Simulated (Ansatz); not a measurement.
# C8H10: the cost of one run

Computed with Ansatz 0.2.0, Gaussian basis. Level: the settings change from run to run.

### 1 The geometry

The structure was relaxed beforehand with PBE0-D4 in a triple-zeta def2 set.

SMILES `Cc1cccc(C)c1`, 18 atoms, charge 0, spin multiplicity 1.

Atoms are counted from 1 here; the program's logs count them from 0.

Bond lengths: C1–C2 1.499 Å, C1–H9 1.095 Å, C1–H10 1.092 Å, C1–H11 1.092 Å, C2–C3 1.391 Å, C2–C8 1.391 Å, C3–C4 1.386 Å, C3–H12 1.085 Å, C4–C5 1.386 Å, C4–H13 1.084 Å, C5–C6 1.391 Å, C5–H14 1.085 Å, C6–C7 1.499 Å, C6–C8 1.391 Å, C7–H15 1.092 Å, C7–H16 1.095 Å, C7–H17 1.092 Å, C8–H18 1.087 Å. Angles: C2–C1–H9 110.9°, C2–C1–H10 111.4°, C2–C1–H11 111.4°, H9–C1–H10 107.4°, H9–C1–H11 107.4°, H10–C1–H11 108.2°, C1–C2–C3 120.9°, C1–C2–C8 120.7°, C3–C2–C8 118.4°, C2–C3–C4 120.4°, C2–C3–H12 119.6°, C4–C3–H12 120.0°, C3–C4–C5 120.3°, C3–C4–H13 119.8°, C5–C4–H13 119.8°, C4–C5–C6 120.4°, C4–C5–H14 120.0°, C6–C5–H14 119.6° and more.

Coordinates:

```
C     1.3807   -2.0898   -0.8947
C     0.8354   -0.7613   -0.4668
C     1.6131    0.3894   -0.5460
C     1.1116    1.6067   -0.1139
C    -0.1730    1.6921    0.3985
C    -0.9755    0.5588    0.4812
C    -2.3798    0.6458    0.9971
C    -0.4528   -0.6544    0.0464
H     1.8626   -2.6027   -0.0563
H     2.1289   -1.9778   -1.6816
H     0.5900   -2.7446   -1.2659
H     2.6195    0.3294   -0.9474
H     1.7275    2.4969   -0.1769
H    -0.5595    2.6481    0.7364
H    -2.6836   -0.2823    1.4850
H    -3.0850    0.8315    0.1807
H    -2.4900    1.4609    1.7147
H    -1.0701   -1.5467    0.1096
```

### 2 B3LYP5/6-31G*

Options: a grid of angular degree 23, a point charge of 1.00 e beside it.

The input, in.yaml:

```yaml
crystal:
  periodic: [false, false, false]
  atoms:
    - {symbol: C, position_ang: [1.380698, -2.089841, -0.894745]}
    - {symbol: C, position_ang: [0.835360, -0.761311, -0.466809]}
    - {symbol: C, position_ang: [1.613055, 0.389435, -0.546010]}
    - {symbol: C, position_ang: [1.111567, 1.606665, -0.113868]}
    - {symbol: C, position_ang: [-0.173033, 1.692061, 0.398496]}
    - {symbol: C, position_ang: [-0.975549, 0.558790, 0.481175]}
    - {symbol: C, position_ang: [-2.379757, 0.645808, 0.997065]}
    - {symbol: C, position_ang: [-0.452785, -0.654423, 0.046369]}
    - {symbol: H, position_ang: [1.862625, -2.602667, -0.056298]}
    - {symbol: H, position_ang: [2.128888, -1.977795, -1.681643]}
    - {symbol: H, position_ang: [0.589997, -2.744633, -1.265949]}
    - {symbol: H, position_ang: [2.619488, 0.329438, -0.947357]}
    - {symbol: H, position_ang: [1.727548, 2.496926, -0.176853]}
    - {symbol: H, position_ang: [-0.559464, 2.648126, 0.736421]}
    - {symbol: H, position_ang: [-2.683570, -0.282314, 1.484991]}
    - {symbol: H, position_ang: [-3.084992, 0.831526, 0.180738]}
    - {symbol: H, position_ang: [-2.489955, 1.460890, 1.714714]}
    - {symbol: H, position_ang: [-1.070122, -1.546679, 0.109553]}
basis:
  gaussian: {orbitals: "6-31G*", final_grid: {core_spheres: 8, valence_spheres: 7, degree: 23}, point_charges: [{charge: 1.00, position_ang: [6.667, -0.442, -0.872]}]}
hamiltonian: {xc: {name: B3LYP5}}
output: {forces: true}
```

Command:

```sh
ansatz run in.yaml --threads 2 --pin off --events-out ev --progress --plain --max-ram 32768MiB --backend cpu
```

**Question.** How long does this run take on 2 threads of AMD EPYC 7R13, shared host, and how much memory does it need?

About 3 s, with a peak of 0.75 GiB.
